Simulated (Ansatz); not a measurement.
Born–Oppenheimer molecular dynamics of a periodic cell of 17 atoms, Zn$_{8}$HO$_{8}$ (host ZnO, host structure P6_3mc, interstitial H), cell charge +1. It goes on from the last frame of an earlier run, with new velocities.

The calculation used DFT PBE, scalar-relativistic, plane waves, PAW in Ansatz. Settings: accuracy low, PAW set soft_1, cutoff 420 eV, k mesh 2x2x2, fermi-dirac smearing 0.05 eV, no spin polarisation.

```
ensemble        : NVT, Langevin thermostat
time step       : 0.5 fs
steps asked     : 200
set temperature : 1680 K
friction        : 0.05 /fs
seed            : 888809
```

Frames 0.5 fs apart, positions in Å, forces in eV/Å.

Velocities at 60 fs (Å/ps):

```
Zn 1.35 0.92 -1.63
Zn -4.95 1.34 0.39
O -3.43 2.91 1.36
O 8.85 -8.57 -17.13
Zn 16.32 -1.32 0.33
Zn -1.13 -1.15 -3.43
O 7.80 -0.32 -2.84
O -5.69 4.68 7.51
Zn -4.91 3.68 -1.68
Zn -3.03 7.50 4.71
O 1.37 -9.12 -11.45
O 6.33 -1.32 -3.97
Zn -3.71 -5.38 -2.29
Zn -11.85 2.44 9.54
O 3.37 3.39 4.76
O 1.06 -7.94 -5.40
H 37.09 -29.28 -29.02
```

```xyz
17
Lattice="-3.2533 -5.6349 0.0000 4.8800 -2.8174 0.0000 0.0000 0.0000 5.2073" Properties=species:S:1:pos:R:3:forces:R:3 time_fs=60 energy_less_start_eV=2.411 T=1595
Zn -0.015 -3.898 0.100 0.72 1.03 -0.61
Zn 0.714 -4.902 3.142 1.83 -1.18 -2.50
O -0.528 -3.232 1.715 -0.03 -3.59 1.22
O 1.673 -4.482 4.621 0.99 -0.45 1.50
Zn 3.659 -3.565 -0.118 -0.79 -0.45 -0.50
Zn 0.036 -1.772 2.436 1.72 2.67 2.67
O 3.012 -3.959 2.064 -0.77 -1.32 -2.67
O 0.175 -1.908 4.619 0.21 0.56 -0.61
Zn 1.734 -0.916 0.271 -0.45 0.09 -1.58
Zn 3.096 -2.121 2.605 0.43 1.50 0.36
O 1.770 -0.602 2.158 -0.24 -3.27 -0.16
O 3.362 -1.735 4.650 -1.51 -0.56 -0.95
Zn 1.590 -6.550 0.202 0.83 1.38 -0.11
Zn -1.575 -4.550 2.768 -1.87 2.51 0.96
O 1.618 -6.556 2.074 -1.94 0.23 1.65
O -1.718 -4.578 4.841 0.55 -1.46 -1.70
H 2.755 -4.735 1.251 0.31 2.30 3.04
17
Lattice="-3.2533 -5.6349 0.0000 4.8800 -2.8174 0.0000 0.0000 0.0000 5.2073" Properties=species:S:1:pos:R:3:forces:R:3 time_fs=60.5 energy_less_start_eV=2.437 T=1442
Zn -0.015 -3.898 0.099 0.78 1.01 -0.60
Zn 0.712 -4.901 3.142 1.81 -1.18 -2.54
O -0.529 -3.230 1.716 -0.06 -3.71 1.15
O 1.678 -4.486 4.614 0.91 -0.41 1.57
Zn 3.666 -3.566 -0.118 -0.90 -0.35 -0.48
Zn 0.035 -1.772 2.434 1.76 2.74 2.71
O 3.016 -3.959 2.063 -0.74 -1.32 -2.71
O 0.172 -1.905 4.623 0.31 0.46 -0.66
Zn 1.731 -0.914 0.270 -0.40 0.05 -1.63
Zn 3.095 -2.118 2.607 0.45 1.43 0.34
O 1.771 -0.606 2.151 -0.25 -3.08 -0.04
O 3.366 -1.737 4.649 -1.59 -0.58 -0.95
Zn 1.588 -6.552 0.201 0.88 1.42 -0.04
Zn -1.581 -4.548 2.773 -1.82 2.37 0.89
O 1.619 -6.554 2.077 -1.96 0.22 1.57
O -1.718 -4.581 4.839 0.57 -1.43 -1.68
H 2.775 -4.746 1.243 0.26 2.34 3.09
17
Lattice="-3.2533 -5.6349 0.0000 4.8800 -2.8174 0.0000 0.0000 0.0000 5.2073" Properties=species:S:1:pos:R:3:forces:R:3 time_fs=61 energy_less_start_eV=2.435 T=1485
Zn -0.015 -3.896 0.098 0.83 0.99 -0.59
Zn 0.709 -4.901 3.141 1.79 -1.17 -2.55
O -0.530 -3.228 1.717 -0.09 -3.84 1.07
O 1.685 -4.490 4.607 0.81 -0.37 1.61
Zn 3.674 -3.566 -0.117 -1.02 -0.27 -0.45
Zn 0.035 -1.772 2.432 1.81 2.83 2.75
O 3.019 -3.960 2.060 -0.68 -1.27 -2.69
O 0.171 -1.902 4.627 0.41 0.35 -0.71
Zn 1.730 -0.913 0.269 -0.36 0.02 -1.67
Zn 3.093 -2.114 2.609 0.47 1.35 0.32
O 1.774 -0.610 2.145 -0.26 -2.90 0.09
O 3.369 -1.739 4.649 -1.68 -0.57 -0.96
Zn 1.586 -6.554 0.200 0.92 1.47 0.03
Zn -1.587 -4.547 2.777 -1.76 2.23 0.83
O 1.621 -6.554 2.079 -1.99 0.22 1.49
O -1.719 -4.583 4.838 0.59 -1.40 -1.66
H 2.798 -4.753 1.242 0.19 2.34 3.09
17
Lattice="-3.2533 -5.6349 0.0000 4.8800 -2.8174 0.0000 0.0000 0.0000 5.2073" Properties=species:S:1:pos:R:3:forces:R:3 time_fs=61.5 energy_less_start_eV=2.402 T=1525
Zn -0.015 -3.895 0.096 0.89 0.97 -0.58
Zn 0.707 -4.900 3.140 1.77 -1.16 -2.56
O -0.531 -3.225 1.718 -0.11 -3.96 1.00
O 1.692 -4.495 4.600 0.71 -0.33 1.66
Zn 3.680 -3.567 -0.117 -1.13 -0.19 -0.43
Zn 0.036 -1.772 2.429 1.85 2.89 2.79
O 3.021 -3.961 2.056 -0.62 -1.18 -2.61
O 0.170 -1.896 4.631 0.51 0.21 -0.77
Zn 1.728 -0.911 0.267 -0.31 -0.01 -1.71
Zn 3.092 -2.110 2.611 0.49 1.28 0.30
O 1.777 -0.614 2.139 -0.27 -2.72 0.21
O 3.373 -1.742 4.649 -1.75 -0.56 -0.98
Zn 1.585 -6.556 0.200 0.97 1.52 0.10
Zn -1.594 -4.545 2.781 -1.69 2.09 0.78
O 1.624 -6.554 2.083 -2.03 0.22 1.41
O -1.720 -4.587 4.837 0.62 -1.36 -1.64
H 2.820 -4.754 1.247 0.11 2.29 3.05
17
Lattice="-3.2533 -5.6349 0.0000 4.8800 -2.8174 0.0000 0.0000 0.0000 5.2073" Properties=species:S:1:pos:R:3:forces:R:3 time_fs=62 energy_less_start_eV=2.317 T=1662
Zn -0.015 -3.893 0.094 0.95 0.95 -0.60
Zn 0.705 -4.899 3.139 1.74 -1.15 -2.58
O -0.532 -3.224 1.717 -0.12 -4.02 0.99
O 1.699 -4.500 4.592 0.61 -0.28 1.71
Zn 3.686 -3.567 -0.117 -1.24 -0.10 -0.43
Zn 0.036 -1.771 2.427 1.88 2.90 2.80
O 3.024 -3.962 2.051 -0.54 -0.97 -2.43
O 0.169 -1.889 4.634 0.62 0.07 -0.82
Zn 1.728 -0.910 0.265 -0.28 -0.03 -1.75
Zn 3.091 -2.106 2.614 0.52 1.20 0.28
O 1.780 -0.619 2.132 -0.29 -2.55 0.33
O 3.375 -1.745 4.647 -1.79 -0.55 -0.98
Zn 1.583 -6.557 0.200 1.01 1.55 0.14
Zn -1.600 -4.544 2.785 -1.61 1.96 0.72
O 1.626 -6.553 2.087 -2.07 0.21 1.32
O -1.720 -4.591 4.835 0.62 -1.32 -1.62
H 2.842 -4.746 1.260 0.00 2.13 2.90
17
Lattice="-3.2533 -5.6349 0.0000 4.8800 -2.8174 0.0000 0.0000 0.0000 5.2073" Properties=species:S:1:pos:R:3:forces:R:3 time_fs=62.5 energy_less_start_eV=2.201 T=1758
Zn -0.015 -3.891 0.093 1.02 0.92 -0.62
Zn 0.702 -4.899 3.138 1.72 -1.13 -2.57
O -0.533 -3.223 1.715 -0.11 -4.02 1.02
O 1.707 -4.504 4.585 0.50 -0.25 1.73
Zn 3.691 -3.567 -0.118 -1.37 -0.01 -0.42
Zn 0.037 -1.770 2.425 1.90 2.87 2.80
O 3.026 -3.964 2.045 -0.42 -0.60 -2.08
O 0.167 -1.882 4.638 0.74 -0.09 -0.89
Zn 1.728 -0.909 0.264 -0.24 -0.05 -1.80
Zn 3.089 -2.101 2.617 0.55 1.11 0.27
O 1.784 -0.624 2.126 -0.31 -2.38 0.44
O 3.377 -1.750 4.646 -1.83 -0.50 -0.97
Zn 1.582 -6.559 0.201 1.04 1.58 0.18
Zn -1.607 -4.543 2.790 -1.54 1.84 0.66
O 1.629 -6.551 2.091 -2.11 0.20 1.24
O -1.719 -4.594 4.833 0.61 -1.28 -1.59
H 2.866 -4.731 1.283 -0.16 1.80 2.58
17
Lattice="-3.2533 -5.6349 0.0000 4.8800 -2.8174 0.0000 0.0000 0.0000 5.2073" Properties=species:S:1:pos:R:3:forces:R:3 time_fs=63 energy_less_start_eV=2.083 T=1771
Zn -0.014 -3.890 0.092 1.08 0.90 -0.66
Zn 0.700 -4.899 3.135 1.71 -1.10 -2.53
O -0.534 -3.223 1.712 -0.09 -3.99 1.09
O 1.714 -4.509 4.578 0.39 -0.23 1.74
Zn 3.697 -3.567 -0.119 -1.51 0.06 -0.40
Zn 0.038 -1.768 2.423 1.92 2.81 2.79
O 3.029 -3.965 2.038 -0.26 0.02 -1.48
O 0.165 -1.874 4.644 0.87 -0.26 -0.96
Zn 1.727 -0.908 0.263 -0.21 -0.07 -1.84
Zn 3.088 -2.096 2.620 0.57 1.03 0.25
O 1.788 -0.629 2.121 -0.33 -2.22 0.56
O 3.380 -1.755 4.644 -1.85 -0.44 -0.95
Zn 1.581 -6.560 0.201 1.07 1.60 0.22
Zn -1.613 -4.542 2.794 -1.46 1.72 0.61
O 1.632 -6.549 2.096 -2.17 0.19 1.13
O -1.718 -4.598 4.832 0.60 -1.24 -1.57
H 2.889 -4.715 1.313 -0.36 1.23 2.00
17
Lattice="-3.2533 -5.6349 0.0000 4.8800 -2.8174 0.0000 0.0000 0.0000 5.2073" Properties=species:S:1:pos:R:3:forces:R:3 time_fs=63.5 energy_less_start_eV=1.996 T=1713
Zn -0.013 -3.890 0.091 1.15 0.86 -0.72
Zn 0.698 -4.899 3.133 1.68 -1.07 -2.51
O -0.534 -3.224 1.708 -0.07 -3.91 1.22
O 1.720 -4.512 4.571 0.30 -0.21 1.75
Zn 3.702 -3.567 -0.120 -1.64 0.12 -0.37
Zn 0.039 -1.765 2.421 1.92 2.70 2.76
O 3.031 -3.966 2.032 -0.05 1.01 -0.56
O 0.165 -1.867 4.651 0.99 -0.43 -1.04
Zn 1.727 -0.907 0.261 -0.17 -0.09 -1.90
Zn 3.088 -2.091 2.623 0.59 0.96 0.24
O 1.789 -0.634 2.113 -0.34 -2.07 0.70
O 3.381 -1.761 4.643 -1.85 -0.36 -0.94
Zn 1.581 -6.561 0.202 1.09 1.61 0.25
Zn -1.619 -4.540 2.798 -1.36 1.60 0.56
O 1.635 -6.547 2.101 -2.22 0.18 1.02
O -1.717 -4.603 4.830 0.58 -1.19 -1.55
H 2.910 -4.696 1.352 -0.59 0.28 1.07
17
Lattice="-3.2533 -5.6349 0.0000 4.8800 -2.8174 0.0000 0.0000 0.0000 5.2073" Properties=species:S:1:pos:R:3:forces:R:3 time_fs=64 energy_less_start_eV=1.977 T=1722
Zn -0.012 -3.889 0.091 1.21 0.83 -0.78
Zn 0.697 -4.898 3.131 1.64 -1.04 -2.51
O -0.534 -3.226 1.705 -0.03 -3.79 1.36
O 1.725 -4.515 4.563 0.24 -0.19 1.79
Zn 3.706 -3.566 -0.121 -1.77 0.16 -0.34
Zn 0.039 -1.762 2.420 1.91 2.57 2.71
O 3.033 -3.965 2.026 0.22 2.50 0.74
O 0.165 -1.860 4.657 1.09 -0.59 -1.12
Zn 1.727 -0.907 0.259 -0.14 -0.11 -1.97
Zn 3.089 -2.086 2.626 0.61 0.89 0.24
O 1.790 -0.641 2.106 -0.36 -1.89 0.87
O 3.381 -1.766 4.643 -1.85 -0.28 -0.93
Zn 1.581 -6.562 0.202 1.10 1.63 0.28
Zn -1.625 -4.540 2.803 -1.27 1.47 0.51
O 1.638 -6.545 2.106 -2.28 0.18 0.92
O -1.715 -4.606 4.829 0.56 -1.15 -1.53
H 2.927 -4.677 1.394 -0.87 -1.17 -0.24
17
Lattice="-3.2533 -5.6349 0.0000 4.8800 -2.8174 0.0000 0.0000 0.0000 5.2073" Properties=species:S:1:pos:R:3:forces:R:3 time_fs=64.5 energy_less_start_eV=2.052 T=1642
Zn -0.011 -3.888 0.091 1.26 0.81 -0.83
Zn 0.697 -4.897 3.129 1.59 -1.01 -2.51
O -0.534 -3.228 1.703 0.00 -3.66 1.49
O 1.732 -4.518 4.556 0.17 -0.17 1.84
Zn 3.710 -3.566 -0.121 -1.90 0.17 -0.28
Zn 0.040 -1.759 2.420 1.89 2.43 2.66
O 3.035 -3.963 2.021 0.52 4.51 2.31
O 0.164 -1.853 4.663 1.18 -0.73 -1.19
Zn 1.727 -0.907 0.257 -0.11 -0.13 -2.02
Zn 3.089 -2.081 2.628 0.62 0.82 0.24
O 1.791 -0.650 2.098 -0.38 -1.70 1.02
O 3.381 -1.772 4.643 -1.82 -0.19 -0.91
Zn 1.581 -6.562 0.202 1.11 1.64 0.30
Zn -1.631 -4.539 2.807 -1.16 1.33 0.45
O 1.642 -6.543 2.112 -2.34 0.18 0.81
O -1.714 -4.610 4.827 0.54 -1.12 -1.50
H 2.942 -4.662 1.439 -1.17 -3.17 -1.87
17
Lattice="-3.2533 -5.6349 0.0000 4.8800 -2.8174 0.0000 0.0000 0.0000 5.2073" Properties=species:S:1:pos:R:3:forces:R:3 time_fs=65 energy_less_start_eV=2.192 T=1529
Zn -0.010 -3.887 0.091 1.31 0.79 -0.88
Zn 0.697 -4.897 3.127 1.57 -0.98 -2.49
O -0.536 -3.231 1.701 0.02 -3.52 1.62
O 1.738 -4.519 4.550 0.09 -0.17 1.85
Zn 3.713 -3.566 -0.122 -2.03 0.19 -0.22
Zn 0.042 -1.756 2.420 1.85 2.29 2.60
O 3.035 -3.959 2.015 0.76 6.72 3.82
O 0.164 -1.848 4.667 1.27 -0.87 -1.25
Zn 1.727 -0.907 0.255 -0.09 -0.14 -2.09
Zn 3.090 -2.076 2.630 0.64 0.76 0.25
O 1.790 -0.659 2.090 -0.39 -1.52 1.17
O 3.381 -1.776 4.643 -1.80 -0.12 -0.89
Zn 1.581 -6.563 0.202 1.12 1.64 0.33
Zn -1.637 -4.538 2.812 -1.06 1.19 0.39
O 1.646 -6.541 2.117 -2.40 0.18 0.69
O -1.712 -4.614 4.825 0.52 -1.08 -1.47
H 2.959 -4.651 1.478 -1.40 -5.37 -3.43
17
Lattice="-3.2533 -5.6349 0.0000 4.8800 -2.8174 0.0000 0.0000 0.0000 5.2073" Properties=species:S:1:pos:R:3:forces:R:3 time_fs=65.5 energy_less_start_eV=2.287 T=1441
Zn -0.009 -3.886 0.091 1.36 0.77 -0.93
Zn 0.697 -4.897 3.125 1.56 -0.93 -2.44
O -0.538 -3.234 1.699 0.05 -3.35 1.75
O 1.744 -4.521 4.546 0.00 -0.18 1.83
Zn 3.715 -3.566 -0.122 -2.15 0.21 -0.15
Zn 0.043 -1.752 2.419 1.80 2.14 2.53
O 3.035 -3.954 2.009 0.84 8.30 4.63
O 0.164 -1.842 4.669 1.35 -1.00 -1.30
Zn 1.728 -0.907 0.252 -0.07 -0.16 -2.14
Zn 3.091 -2.070 2.632 0.66 0.70 0.26
O 1.787 -0.668 2.083 -0.39 -1.36 1.32
O 3.379 -1.779 4.642 -1.76 -0.06 -0.88
Zn 1.580 -6.563 0.201 1.15 1.64 0.36
Zn -1.642 -4.538 2.816 -0.96 1.07 0.34
O 1.649 -6.539 2.122 -2.46 0.19 0.58
O -1.710 -4.618 4.823 0.48 -1.03 -1.44
H 2.974 -4.651 1.509 -1.46 -6.96 -4.30
```

Of the whole run (100 fs, mean temperature of the second half 1996 K): The mean temperature of the second half is 19 % above the set value. A run of 0.1 ps of so small a system gives no equilibrium averages. Limits of this set-up: coarse k mesh, a small cell, in which the defect meets its images, low accuracy level, charged cell in a uniform background, uncorrected.

Run time: 28 min on 1 thread of Arm Neoverse V1 (shared host), peak memory 0.6 GiB.
